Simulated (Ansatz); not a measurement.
**Cl₆GeH₂Si₂: small, medium and large basis sets**

One table from this session's results is given with a row withheld; the runs are named, their logs left out.

Method: one geometry, several basis sets; program: Ansatz 0.2.0, Gaussian basis.

Plan: PBE0-D4/def2-SVP; ωB97M-V/def2-SVP; PBE0-D4/def2-QZVPP; ωB97M-V/def2-QZVPP; the functionals' def2-TZVPP values are taken from earlier runs.

**The geometry**

All runs share one geometry, relaxed beforehand with PBE0-D4 in a triple-zeta def2 set.

SMILES `Cl[Si](Cl)(Cl)[GeH2][Si](Cl)(Cl)Cl`, 11 atoms, charge 0, spin multiplicity 1.

Atoms are counted from 1 here; the program's logs count them from 0.

Bond lengths: Cl1–Si2 2.041 Å, Si2–Cl3 2.038 Å, Si2–Cl4 2.038 Å, Si2–Ge5 2.373 Å, Ge5–Si6 2.373 Å, Ge5–H10 1.535 Å, Ge5–H11 1.535 Å, Si6–Cl7 2.041 Å, Si6–Cl8 2.038 Å, Si6–Cl9 2.038 Å. Angles: Cl1–Si2–Cl3 108.5°, Cl1–Si2–Cl4 108.5°, Cl1–Si2–Ge5 110.2°, Cl3–Si2–Cl4 108.7°, Cl3–Si2–Ge5 110.4°, Cl4–Si2–Ge5 110.4°, Si2–Ge5–Si6 109.8°, Si2–Ge5–H10 109.2°, Si2–Ge5–H11 109.1°, Si6–Ge5–H10 109.2°, Si6–Ge5–H11 109.1°, H10–Ge5–H11 110.4°, Ge5–Si6–Cl7 110.2°, Ge5–Si6–Cl8 110.4°, Ge5–Si6–Cl9 110.4°, Cl7–Si6–Cl8 108.5°, Cl7–Si6–Cl9 108.5°, Cl8–Si6–Cl9 108.7°.

Set-up of the first run:

Input file in.yaml:

```yaml
crystal:
  periodic: [false, false, false]
  atoms:
    - {symbol: Cl, position_ang: [-2.565221, -2.355220, -1.299463]}
    - {symbol: Si, position_ang: [-1.341152, -1.436791, 0.050690]}
    - {symbol: Cl, position_ang: [-2.494936, -0.605876, 1.510304]}
    - {symbol: Cl, position_ang: [-0.136336, -2.846333, 0.895439]}
    - {symbol: Ge, position_ang: [-0.038724, 0.230438, -1.024169]}
    - {symbol: Si, position_ang: [1.379674, 1.287293, 0.557747]}
    - {symbol: Cl, position_ang: [2.512849, 2.717901, -0.355489]}
    - {symbol: Cl, position_ang: [0.274516, 2.173873, 2.022226]}
    - {symbol: Cl, position_ang: [2.627164, -0.075500, 1.417160]}
    - {symbol: H, position_ang: [0.821557, -0.426364, -2.112553]}
    - {symbol: H, position_ang: [-0.973992, 1.279477, -1.641292]}
basis:
  gaussian: {orbitals: def2-SVP}
hamiltonian: {xc: pbe0, dispersion: d4}
output: {orbitals: {seedname: orbitals}}
```

The run is started by

```console
$ ansatz run in.yaml --threads 4 --pin off --events-out ev --progress --plain --max-ram 46080MiB --backend cpu
```

Steps of the session up to this table: PBE0-D4 in def2-SVP; ωB97M-V in def2-SVP; PBE0-D4 in def2-QZVPP; ωB97M-V in def2-QZVPP.

One of the session's tables, all rows but one given; the rest of the session is left out.

It belongs to the step «Density functionals: the series». 

| functional | basis | HOMO (eV) |
| --- | --- | --- |
| PBE0-D4 | def2-SVP | -8.35 |
| PBE0-D4 | def2-TZVPP | ? |
| PBE0-D4 | def2-QZVPP | -8.42 |
| ωB97M-V | def2-SVP | -10.24 |
| ωB97M-V | def2-TZVPP | -10.32 |
| ωB97M-V | def2-QZVPP | -10.36 |

Q: Estimate the row for PBE0-D4, def2-TZVPP from the others.

The run gave: HOMO (eV): -8.39. In the column «HOMO (eV)» it lies between PBE0-D4, def2-QZVPP (-8.42) and PBE0-D4, def2-SVP (-8.35).
